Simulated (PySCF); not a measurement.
# C6H5BrO (4-bromophenol): the cost of one run

Computed with PySCF 2.14.0 and routines of our own; the level stands in each step. Atoms count from 0.

### 1 The system as given

13 atoms, charge 0, multiplicity 1; geometry from: GFN2-xTB.

### 2 Geometry optimisation at PBE0-D3(BJ)/def2-SVP

What the job is given:

```
{"job": {"xc": "PBE0", "basis": "def2-SVP", "d3": "d3bj", "grid": 2, "kind": "geom"}, "charge": 0, "multiplicity": 1}
O     -2.516933     0.351113    -0.182634
C     -1.175938     0.174007    -0.090587
C     -0.344629     1.166095    -0.607361
C      1.026487     1.028871    -0.537004
C      1.568016    -0.102828     0.050527
Br     3.461367    -0.295416     0.146921
C      0.757749    -1.096488     0.568954
C     -0.615812    -0.955731     0.497133
H     -2.981363    -0.400086     0.206630
H     -0.791717     2.036642    -1.059426
H      1.672534     1.795293    -0.935954
H      1.192395    -1.972666     1.024384
H     -1.256544    -1.728322     0.900689
```

Started as:

```
OMP_NUM_THREADS=1 python excited_run.py task.json out
```

This one command runs all jobs of the session in turn.

Q: Estimate the wall time and peak memory of this first job on 1 thread of Intel Xeon Platinum 8559C, shared host.

About 51 s, with a peak of 0.76 GiB.
